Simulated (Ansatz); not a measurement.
**CH₆GaN: vertical ionisation energy**

One table from this session's results is given with a row withheld; the runs are named, their logs left out.

The runs use Ansatz 0.2.0, Gaussian basis; unrestricted cation, the program's frozen cores in correlated methods.

Plan: UKS PBE-D4/def2-TZVPP; UKS r2SCAN-D4/def2-TZVPP; UKS PBE0-D4/def2-TZVPP; UKS B3LYP-D4/def2-TZVPP; UKS wB97X-V/def2-TZVPP; UKS wB97M-V/def2-TZVPP; UKS B2PLYP/def2-TZVPP; UHF-CCSD(T)/def2-TZVPP; UHF-MP2/def2-QZVPP; extrapolation to the limit; then −ε(HOMO) from the neutral's earlier runs with LDA (SPW92), PBE-D4, revPBE-D4, BLYP-D4, r2SCAN-D4, B97M-V, PBE0-D4, B3LYP-D4, r2SCANh-D4, r2SCAN0-D4, HSE06-D4, BHLYP-D4, CAM-B3LYP-D4, LC-ωPBE, ωB97X-V, ωB97M-V.

## The geometry

An earlier PBE0-D4 in a triple-zeta def2 set relaxation fixed the geometry.

SMILES `[CH3][GaH][NH2]`, 9 atoms, charge 0, spin multiplicity 1.

Atoms are counted from 1 here; the program's logs count them from 0.

Bond lengths: C1–Ga2 1.962 Å, C1–H4 1.093 Å, C1–H5 1.093 Å, C1–H6 1.091 Å, Ga2–N3 1.819 Å, Ga2–H7 1.566 Å, N3–H8 1.006 Å, N3–H9 1.006 Å. Angles: Ga2–C1–H4 110.5°, Ga2–C1–H5 110.5°, Ga2–C1–H6 111.7°, H4–C1–H5 107.2°, H4–C1–H6 108.5°, H5–C1–H6 108.5°, C1–Ga2–N3 118.1°, C1–Ga2–H7 126.4°, N3–Ga2–H7 115.5°, Ga2–N3–H8 124.0°, Ga2–N3–H9 124.3°, H8–N3–H9 111.7°.

Set-up of the first run:

Contents of in.yaml:

```yaml
crystal:
  periodic: [false, false, false]
  atoms:
    - {symbol: C, position_ang: [-0.279100, 0.944668, -1.124790]}
    - {symbol: Ga, position_ang: [0.513388, -0.531858, -0.104388]}
    - {symbol: N, position_ang: [-0.068180, -0.807640, 1.596756]}
    - {symbol: H, position_ang: [-0.755984, 0.568332, -2.033077]}
    - {symbol: H, position_ang: [0.493364, 1.652233, -1.435637]}
    - {symbol: H, position_ang: [-1.026297, 1.483452, -0.540124]}
    - {symbol: H, position_ang: [1.617887, -1.521304, -0.608688]}
    - {symbol: H, position_ang: [0.276534, -1.536607, 2.197701]}
    - {symbol: H, position_ang: [-0.771612, -0.251286, 2.052236]}
basis:
  gaussian: {orbitals: def2-TZVPP}
total_charge: 1
magnetization: {spin_polarized: true, initial_magnetization: 1}
hamiltonian: {xc: pbe, dispersion: d4}
```

Run with:

```bash
$ ansatz run in.yaml --threads 2 --pin off --events-out ev --progress --plain --max-ram 32768MiB --backend cpu
```

Among the steps run: Cation, UKS PBE-D4/def2-TZVPP; Cation, UKS r2SCAN-D4/def2-TZVPP; Cation, UKS PBE0-D4/def2-TZVPP; Cation, UKS B3LYP-D4/def2-TZVPP; Cation, UKS wB97X-V/def2-TZVPP; Cation, UKS wB97M-V/def2-TZVPP; Cation, UKS B2PLYP (frozen core)/def2-TZVPP; Cation, UHF-CCSD(T)/def2-TZVPP; Cation, UHF-MP2/def2-QZVPP.

One of the session's tables, all rows but one given; the rest of the session is left out.

It belongs to the step «Ionisation energies side by side». Orbital estimates, from the neutral's runs:

| functional | −ε(HOMO) (eV) |
| --- | --- |
| LDA (SPW92) | 6.06 |
| PBE-D4 | 5.86 |
| revPBE-D4 | 5.78 |
| BLYP-D4 | 5.74 |
| r2SCAN-D4 | 6.12 |
| B97M-V | 6.16 |
| PBE0-D4 | 7.18 |
| B3LYP-D4 | 6.96 |
| r2SCANh-D4 | 6.62 |
| r2SCAN0-D4 | 7.38 |
| HSE06-D4 | 6.77 |
| BHLYP-D4 | ? |
| CAM-B3LYP-D4 | 8.63 |
| LC-ωPBE | 10.06 |
| ωB97X-V | 9.67 |
| ωB97M-V | 9.58 |

**Question.** Estimate the row for BHLYP-D4.

Worked estimate for «−ε(HOMO) (eV)». Against the share of exact exchange, BLYP-D4 (0, 5.74), B3LYP-D4 (0.2, 6.96) give a slope of 6.10 per unit share; at 0.5 the line stands at 8.79.

As computed: −ε(HOMO) (eV): 8.44. In «−ε(HOMO) (eV)» the line misses by +0.35.
